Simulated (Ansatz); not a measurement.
# SiH₄O₄ + HF: a complex and its separated parts

The complex below is one end of an elementary step. How strongly is it bound against its free parts?

Method: PBE0-D4/def2-TZVP structures, single points in def2-TZVPP, no counterpoise correction; program: Ansatz 0.2.0, Gaussian basis.

Levels: SPW92, PBE-D4, BLYP-D4, r2SCAN-D4, B97M-V, PBE0-D4, B3LYP-D4, r2SCAN0-D4, BHLYP-D4, CAM-B3LYP-D4, wB97X-V, wB97M-V, B2PLYP, PBE-QIDH, RPA on PBE, Hartree-Fock, MP2, CCSD, CCSD(T).

Cores are frozen in the correlated methods. B3LYP uses VWN-RPA correlation. B2PLYP carries no dispersion term here.

95 further runs of the same task are left out: 1 that didn't finish, 94 set aside as unsound or not needed.

**1. Where the work starts**

The complex: 11 atoms, charge 0, spin multiplicity 1.

Atoms are counted from 1 here; the program's logs count them from 0.

Bond lengths: Si1–O2 1.659 Å, Si1–O3 1.626 Å, Si1–O4 1.625 Å, Si1–O5 1.618 Å, O2–H8 0.960 Å, O3–H9 0.959 Å, O4–H10 0.958 Å, O5–H11 0.965 Å, H6–F7 0.949 Å. Angles: O2–Si1–O3 114.3°, O2–Si1–O4 104.3°, O2–Si1–O5 105.4°, O3–Si1–O4 107.0°, O3–Si1–O5 108.5°, O4–Si1–O5 117.7°, Si1–O2–H8 116.4°, Si1–O3–H9 116.7°, Si1–O4–H10 117.5°, Si1–O5–H11 117.1°.

Coordinates:

```
Si   -0.48949   -0.25280   -0.11320
O     0.20781    1.25299   -0.11972
O    -1.39871   -0.57444   -1.42186
O    -1.49136   -0.22509    1.16626
O     0.74563   -1.29674   -0.07733
H     1.76571    1.13833    0.39366
F     2.58127    0.75411    0.68917
H    -0.34814    1.98123    0.16547
H    -0.94082   -0.92013   -2.18979
H    -2.20158   -0.86783    1.18693
H     1.56957   -0.98963    0.32022
```

Its parts: SiH₄O₄ holds atoms 1, 2, 3, 4, 5, 8, 9, 10, 11; HF holds atoms 6, 7. Each part counts its atoms afresh in its own runs.

**2. Relaxing SiH₄O₄ alone**

The input, relax-a/in.yaml:

```yaml
crystal:
  periodic: [false, false, false]
  atoms:
    - {symbol: Si, position_ang: [-0.489494, -0.252802, -0.113204]}
    - {symbol: O, position_ang: [0.207813, 1.252993, -0.119725]}
    - {symbol: O, position_ang: [-1.398706, -0.574438, -1.421859]}
    - {symbol: O, position_ang: [-1.491356, -0.225094, 1.166260]}
    - {symbol: O, position_ang: [0.745629, -1.296738, -0.077333]}
    - {symbol: H, position_ang: [-0.348143, 1.981227, 0.165473]}
    - {symbol: H, position_ang: [-0.940818, -0.920127, -2.189792]}
    - {symbol: H, position_ang: [-2.201576, -0.867826, 1.186930]}
    - {symbol: H, position_ang: [1.569566, -0.989630, 0.320219]}
basis:
  gaussian: {orbitals: def2-TZVP}
hamiltonian: {xc: pbe0, dispersion: d4}
relax: {f_tol: 0.005, max_steps: 200}
```

Launch:

```
ansatz run in.yaml --threads 8 --pin off --events-out ev --progress --plain --max-ram 19148MiB
```

After this run come: Relaxing HF alone; SPW92/def2-TZVPP; PBE-D4/def2-TZVPP; BLYP-D4/def2-TZVPP; r2SCAN-D4/def2-TZVPP; B97M-V/def2-TZVPP; PBE0-D4/def2-TZVPP; B3LYP-D4/def2-TZVPP; r2SCAN0-D4/def2-TZVPP; BHLYP-D4/def2-TZVPP; CAM-B3LYP-D4/def2-TZVPP; wB97X-V/def2-TZVPP; wB97M-V/def2-TZVPP; B2PLYP/def2-TZVPP; PBE-QIDH/def2-TZVPP; RPA on PBE/def2-TZVPP; CCSD(T)/def2-TZVPP; Vibrations of SiH₄O₄; Vibrations of HF.

**Question.** What will these runs give? Wanted: complex less parts, CCSD(T)/def2-TZVPP; with zero-point energy; largest T1 diagnostic.

**Answer**, as computed:

| quantity | value |
| --- | --- |
| complex less parts, CCSD(T)/def2-TZVPP | -10.1 kcal/mol |
| with zero-point energy | -7.6 kcal/mol |
| largest T1 diagnostic | 0.011 |

**Reading.** At CCSD(T) the complex lies 10.1 kcal/mol below its parts. B2PLYP is the best functional here (-0.2 kcal/mol from CCSD(T)); SPW92 is the worst (-7.9 kcal/mol). Mean unsigned error by rung: LDA 7.9, GGA 2.0, meta-GGA 1.4, hybrid 1.4, range-separated hybrid 1.5, double hybrid 0.3 kcal/mol. PBE-D4 gives a relative energy 2.3 kcal/mol too low, outside chemical accuracy (1 kcal/mol). No counterpoise was applied, and triple zeta lacks some correlation, so the CCSD(T) reference has a basis error of its own, and close matches with it are partly luck.
